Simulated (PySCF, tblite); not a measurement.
# C2H9FGeN2: geometry, infrared bands and NMR shifts

Aim: predict the infrared bands and NMR shifts of C2H9FGeN2 (`C[NH][Ge@H]([NH2])[CH2]F`).

Programs: tblite 0.8.0 and PySCF 2.14.0, with density-fitted response routines of our own. Each step states its level of theory. These are calculated values for one molecule in the gas phase, unless marked as measured. Atoms are numbered from 0 throughout.

### 1 The starting structure

15 atoms, charge 0, multiplicity 1; geometry from: force field or distance geometry start.

Bonds of the start (Å): C0–N1 1.43, N1–Ge2 1.86, Ge2–N3 1.84, Ge2–C4 1.94, C4–F5 1.37, C0–H6 1.11, C0–H7 1.11, C0–H8 1.12, N1–H9 1.04, Ge2–H10 1.56, N3–H11 1.05, N3–H12 1.04, C4–H13 1.11, C4–H14 1.13.

### 2 Relaxing the molecule with GFN2-xTB

Job settings and geometry (Å):

```
{"job": {"kind": "relax", "xc": "GFN2-xTB", "basis": "xTB"}, "charge": 0, "multiplicity": 1}
C     -2.264700    -0.155100    -0.152700
N     -1.079300     0.590800     0.136500
Ge     0.464200    -0.094100    -0.633800
N      0.814400    -1.844100    -0.207000
C      1.931200     1.072200    -0.121600
F      1.825700     1.364700     1.213100
H     -2.344500    -0.489400    -1.203900
H     -2.384100    -0.971900     0.586800
H     -3.126000     0.549300    -0.004000
H     -1.218200     1.553500    -0.228900
H      0.330200    -0.005400    -2.184600
H      0.480900    -2.137500     0.742100
H      1.805800    -2.120500    -0.373100
H      2.912500     0.644600    -0.415600
H      1.847500     2.051200    -0.680800
```

Started as:

```
$ OMP_NUM_THREADS=1 python probes_run.py task.json out
```

The driver reads the jobs from task.json and runs them one after another.

Standard output:

```text
step      E/eV     max force
  0    -580.73929    1.942
  1    -580.90007    0.654
  2    -580.94850    0.576
  3    -580.99098    0.532
  4    -581.01755    0.342
  5    -581.02996    0.318
  6    -581.04323    0.378
  7    -581.05687    0.402
  8    -581.07037    0.321
  9    -581.08063    0.253
 10    -581.08859    0.258
 11    -581.09559    0.268
 12    -581.10245    0.293
 13    -581.10830    0.265
 14    -581.11282    0.134
 15    -581.11672    0.193
 16    -581.12067    0.197
 17    -581.12439    0.238
 18    -581.12738    0.168
 19    -581.12961    0.134
 20    -581.13179    0.148
 21    -581.13458    0.169
 22    -581.13789    0.198
 23    -581.14099    0.153
 24    -581.14340    0.123
 25    -581.14520    0.096
 26    -581.14677    0.110
 27    -581.14834    0.100
 28    -581.14973    0.095
 29    -581.15098    0.077
 30    -581.15244    0.109
 31    -581.15453    0.145
 32    -581.15750    0.199
 33    -581.16082    0.168
 34    -581.16365    0.125
 35    -581.16577    0.128
 36    -581.16842    0.151
 37    -581.17165    0.218
 38    -581.17596    0.214
 39    -581.17977    0.164
 40    -581.18327    0.151
 41    -581.18654    0.184
 42    -581.18956    0.240
 43    -581.19047    0.289
 44    -581.19433    0.136
 45    -581.19571    0.102
 46    -581.19696    0.079
 47    -581.19795    0.119
 48    -581.19984    0.136
 49    -581.20217    0.118
 50    -581.20464    0.108
 51    -581.20641    0.109
 52    -581.20774    0.105
 53    -581.20903    0.106
 54    -581.21065    0.129
 55    -581.21236    0.096
 56    -581.21403    0.086
 57    -581.21458    0.078
 58    -581.21591    0.065
 59    -581.21667    0.072
 60    -581.21750    0.082
 61    -581.21818    0.062
 62    -581.21892    0.081
 63    -581.21964    0.062
 64    -581.22030    0.079
 65    -581.22080    0.068
 66    -581.22111    0.039
 67    -581.22134    0.041
 68    -581.22161    0.045
 69    -581.22197    0.044
 70    -581.22228    0.031
 71    -581.22247    0.034
 72    -581.22257    0.033
 73    -581.22267    0.028
 74    -581.22284    0.027
 75    -581.22307    0.036
 76    -581.22332    0.035
 77    -581.22353    0.034
 78    -581.22371    0.039
 79    -581.22389    0.036
 80    -581.22408    0.028
 81    -581.22423    0.021
 82    -581.22432    0.018
 83    -581.22437    0.021
 84    -581.22443    0.017
 85    -581.22448    0.015
 86    -581.22452    0.016
 87    -581.22455    0.013
 88    -581.22459    0.013
 89    -581.22462    0.013
 90    -581.22465    0.015
 91    -581.22467    0.014
 92    -581.22470    0.013
 93    -581.22474    0.025
 94    -581.22482    0.042
 95    -581.22495    0.051
 96    -581.22508    0.041
 97    -581.22517    0.020
 98    -581.22521    0.014
 99    -581.22524    0.016
100    -581.22527    0.019
101    -581.22530    0.012
102    -581.22532    0.007
```

Wall time 0.9 s (1 thread of Arm Neoverse N1, shared host).

The steps of the relaxation: (not every step is listed)

```csv
step,energy from step 0 (eV),largest force (eV/Å)
0,0.0000,1.9424
1,-0.1608,0.6540
2,-0.2092,0.5759
3,-0.2517,0.5319
4,-0.2783,0.3421
5,-0.2907,0.3176
6,-0.3039,0.3783
7,-0.3176,0.4021
8,-0.3311,0.3211
16,-0.3814,0.1972
24,-0.4041,0.1228
32,-0.4182,0.1993
40,-0.4440,0.1508
48,-0.4606,0.1360
56,-0.4747,0.0863
64,-0.4810,0.0789
72,-0.4833,0.0331
80,-0.4848,0.0277
88,-0.4853,0.0126
96,-0.4858,0.0414
97,-0.4859,0.0197
98,-0.4859,0.0142
99,-0.4860,0.0160
100,-0.4860,0.0193
101,-0.4860,0.0123
102,-0.4860,0.0073
```

Distances of close pairs at the start and the end, largest changes first:

| bond | before (Å) | after (Å) | change (Å) |
| --- | --- | --- | --- |
| Ge2–C4 | 1.943 | 2.015 | +0.072 |
| N1–Ge2 | 1.856 | 1.812 | -0.044 |
| C4–H14 | 1.131 | 1.090 | -0.040 |
| N3–H11 | 1.048 | 1.012 | -0.036 |
| Ge2–H10 | 1.559 | 1.526 | -0.033 |
| N3–H12 | 1.043 | 1.010 | -0.033 |
| C0–H8 | 1.123 | 1.092 | -0.031 |
| N1–H9 | 1.039 | 1.010 | -0.029 |

The next job starts from the end point, and lists it.

### 3 Harmonic vibrations with GFN2-xTB

Job settings and geometry (Å):

```
{"job": {"kind": "ir", "xc": "GFN2-xTB", "basis": "xTB"}, "charge": 0, "multiplicity": 1}
C     -2.299685    -0.149753    -0.234663
N     -1.028787     0.545954    -0.123684
Ge     0.532253    -0.130573    -0.746161
N      0.620917    -1.774923     0.008924
C      1.944586     1.190178    -0.179873
F      2.027189     1.175630     1.195808
H     -2.808684     0.033683    -1.186848
H     -2.111679    -1.217504    -0.146417
H     -2.960864     0.159007     0.577727
H     -1.152461     1.544183    -0.216308
H      0.654414    -0.388734    -2.245165
H      0.499067    -1.778180     1.013376
H      1.424454    -2.344010    -0.215309
H      2.934722     0.926465    -0.557694
H      1.720143     2.216567    -0.471280
```

Standard output:

```text
mode    cm-1     km/mol
  1      31.1      4.29
  2      71.5      0.22
  3     112.6      2.03
  4     139.1      6.76
  5     157.9      2.89
  6     186.9      2.72
  7     204.6     27.83
  8     268.1     21.40
  9     309.2     29.59
 10     474.5     97.07
 11     514.8     11.19
 12     548.8    213.33
 13     600.0    125.70
 14     617.9     25.57
 15     654.5     97.39
 16     683.4     89.59
 17     712.1    112.38
 18     808.3    126.89
 19    1018.0     72.87
 20    1052.3     30.57
 21    1100.6     42.43
 22    1117.2     34.15
 23    1188.5     19.35
 24    1239.8      4.72
 25    1330.3     30.77
 26    1415.9      2.91
 27    1432.8      0.53
 28    1481.7     34.52
 29    1487.1      5.66
 30    1498.5      2.96
 31    1802.2    505.04
 32    2910.0     75.32
 33    2950.8     36.74
 34    2966.8     62.78
 35    2969.5     28.63
 36    3026.3     20.62
 37    3414.0      3.80
 38    3414.4      4.45
 39    3450.5      0.77
```

Wall time 0.66 s (1 thread of Arm Neoverse N1, shared host).

The strongest bands and the atoms that carry them (share of the mass-weighted mode):

```
cm⁻¹  km/mol                                  atoms
 474    97.1                       H9 49 %, N1 31 %
 549   213.3  N3 37 %, H11 25 %, H12 15 %, H10 11 %
 600   125.7                               H10 49 %
 654    97.4   H10 41 %, H9 12 %, Ge2 11 %, N1 11 %
 683    89.6            H12 35 %, H10 23 %, N3 23 %
 712   112.4            H13 30 %, H14 26 %, C4 21 %
 808   126.9  H11 38 %, H12 26 %, H10 20 %, N3 13 %
1802   505.0                               H10 98 %
```

### 4 Nuclear shieldings: PBE0/pcSseg-1

Same as in step 3 but for these lines:

```diff
@@ -1,2 +1,2 @@
-{"job": {"kind": "ir", "xc": "GFN2-xTB", "basis": "xTB"}, "charge": 0, "multiplicity": 1}
+{"job": {"kind": "nmr", "xc": "PBE0", "basis": "pcSseg-1"}, "charge": 0, "multiplicity": 1}
 C     -2.299685    -0.149753    -0.234663
```

Level: GIAO PBE0/pcSseg-1 NMR shielding, non-relativistic, gas phase.

Standard output:

```text
coarse grid: 55568 points
cycle   1  E = -2367.0243938327  dE = -2.256e-01  |g| = 1.060e+00  |ddm| = 3.434e+00
cycle   2  E = -2366.8988139974  dE =  1.256e-01  |g| = 1.315e+00  |ddm| = 1.365e+00
cycle   3  E = -2367.1417326378  dE = -2.429e-01  |g| = 1.647e-01  |ddm| = 9.470e-01
cycle   4  E = -2367.1467328637  dE = -5.000e-03  |g| = 5.800e-02  |ddm| = 1.403e-01
cycle   5  E = -2367.1472203692  dE = -4.875e-04  |g| = 7.819e-03  |ddm| = 4.062e-02
cycle   6  E = -2367.1472326666  dE = -1.230e-05  |g| = 1.886e-03  |ddm| = 9.341e-03
cycle   7  E = -2367.1472332941  dE = -6.275e-07  |g| = 9.058e-04  |ddm| = 2.057e-03
final grid: 117392 points
cycle   8  E = -2367.1472804080  dE =  1.974e-07  |g| = 1.399e-03  |ddm| = 2.209e-03
cycle   9  E = -2367.1472797907  dE =  6.173e-07  |g| = 2.211e-03  |ddm| = 2.729e-03
cycle  10  E = -2367.1472808244  dE = -1.034e-06  |g| = 4.452e-05  |ddm| = 1.661e-03
cycle  11  E = -2367.1472808248  dE = -4.229e-10  |g| = 1.061e-05  |ddm| = 4.461e-05
converged SCF energy = -2367.1472808248

GIAO shielding tensors (ppm)
atom      isotropic    diamagn.    paramagn.     s11        s22        s33       span
  0 C      154.216     242.283     -88.067    128.079    146.651    187.916     59.837
  1 N      250.330     324.793     -74.463    204.360    247.565    299.065     94.705
  2 Ge    1325.619    2755.355   -1429.736   1224.895   1301.670   1450.291    225.396
  3 N      262.797     319.323     -56.525    216.247    270.192    301.954     85.706
  4 C      103.295     246.841    -143.547     57.830     84.518    167.536    109.706
  5 F      469.311     475.003      -5.692    413.285    487.528    507.120     93.835
  6 H       28.870      27.697       1.173     23.252     26.395     36.964     13.712
  7 H       28.552      29.170      -0.618     22.820     28.521     34.316     11.496
  8 H       28.779      28.182       0.597     23.377     26.454     36.506     13.130
  9 H       32.073      34.505      -2.431     21.265     31.074     43.881     22.616
 10 H       26.370      28.807      -2.437     20.067     20.821     38.222     18.155
 11 H       31.517      32.838      -1.322     23.823     27.329     43.399     19.576
 12 H       31.823      30.806       1.016     23.706     26.481     45.282     21.576
 13 H       26.945      28.660      -1.715     22.220     27.201     31.414      9.194
 14 H       26.963      29.681      -2.718     22.581     27.288     31.020      8.439
```

Wall time 40 s (1 thread of Arm Neoverse N1, shared host); peak memory 0.84 GiB.

Shifts follow as δ = σ(reference) − σ, with reference shieldings (ppm) from runs at the same level and on the same kind of geometry: ¹H TMS 31.72, ¹³C TMS 186.9, ¹⁹F CFCl3 170.9, ¹⁵N NH3 267.7, ⁷³Ge GeMe4 1331. The references are single molecules in the gas phase, so shifts against H2O, NH3, PH3, H3PO4 or CFCl3 are not on the usual liquid scales and can be off by tens of ppm. Atoms listed in one row are averaged.

| atoms | environment | σ (ppm) | δ (ppm) |
| --- | --- | --- | --- |
| C4 | sp3 CH2 bonded to F and Ge | 103.3 | 83.6 |
| C0 | methyl carbon bonded to N | 154.2 | 32.7 |
| H10 | hydrogen on a germanium bonded to C, 2 N | 26.37 | 5.35 |
| H13 | hydrogen on an sp3 CH2 bonded to F and Ge | 26.95 | 4.77 |
| H14 | hydrogen on an sp3 CH2 bonded to F and Ge | 26.96 | 4.75 |
| H6, H7, H8 | hydrogen on a methyl carbon bonded to N | 28.73 | 2.98 |
| H11, H12 | hydrogen on a nitrogen bonded to Ge | 31.67 | 0.05 |
| H9 | hydrogen on a nitrogen bonded to C, Ge | 32.07 | -0.36 |
| N1 | nitrogen bonded to C, Ge, H | 250.3 | 17.4 |
| N3 | nitrogen bonded to Ge, 2 H | 262.8 | 4.9 |
| Ge2 | germanium bonded to C, 2 N, H | 1326 | 5 |
| F5 | fluorine on an sp3 carbon | 469.3 | -298.4 |

The run also stored atomic charges by several schemes (e):

| atoms | Mulliken | IAO | Hirshfeld | ESP fit |
| --- | --- | --- | --- | --- |
| C0 | -0.09 | -0.30 | -0.08 | -0.03 |
| N1 | -0.76 | -0.64 | -0.25 | -0.62 |
| Ge2 | 0.92 | 0.99 | 0.43 | 0.72 |
| N3 | -0.67 | -0.81 | -0.32 | -0.92 |
| C4 | -0.10 | -0.23 | -0.07 | -0.37 |
| F5 | -0.34 | -0.32 | -0.13 | -0.16 |

Mayer bond orders: C0–N1 0.96, N1–Ge2 0.91, Ge2–N3 0.97, Ge2–C4 0.86, C4–F5 0.84.

### 5 Summary of results

| quantity | value |
| --- | --- |
| strongest single infrared mode (GFN2-xTB) | 1802 cm⁻¹, 505 km/mol |
| zero-point energy (GFN2-xTB) | 70.6 kcal/mol |
| ¹³C shifts against TMS (PBE0/pcSseg-1) | 83.6, 32.7 ppm |
| ¹H shifts against TMS (PBE0/pcSseg-1, means over atoms taken as alike) | 5.35, 4.77, 4.75, 2.98, 0.05, -0.36 ppm |
| ¹⁵N shifts against NH3 (PBE0/pcSseg-1) | 17.4, 4.9 ppm |
| ⁷³Ge shifts against GeMe4 (PBE0/pcSseg-1) | 5 ppm |
| ¹⁹F shifts against CFCl3 (PBE0/pcSseg-1) | -298.4 ppm |

In words: The optimisation took 102 steps and gained 0.486 eV; among the close pairs (by a distance rule), Ge2–C4 changed most, from 1.943 to 2.015 Å. No mode is imaginary among the 39: a minimum at this level. The strongest single mode, at 1802 cm⁻¹, moves mainly H10. Unscaled tight-binding wavenumbers are off by several per cent, some by more. Its intensities can rank the bands wrongly. C4 (sp3 CH2 bonded to F and Ge) lies farthest downfield among carbon, at 83.6 ppm; pulled downfield by the heteroatom. At PBE0/pcSseg-1: The widest tensor belongs to Ge2: span 225 ppm, with a paramagnetic part of -1430 ppm. Spin-orbit coupling is left out, which matters for shieldings and couplings at and beside the heavy atoms.
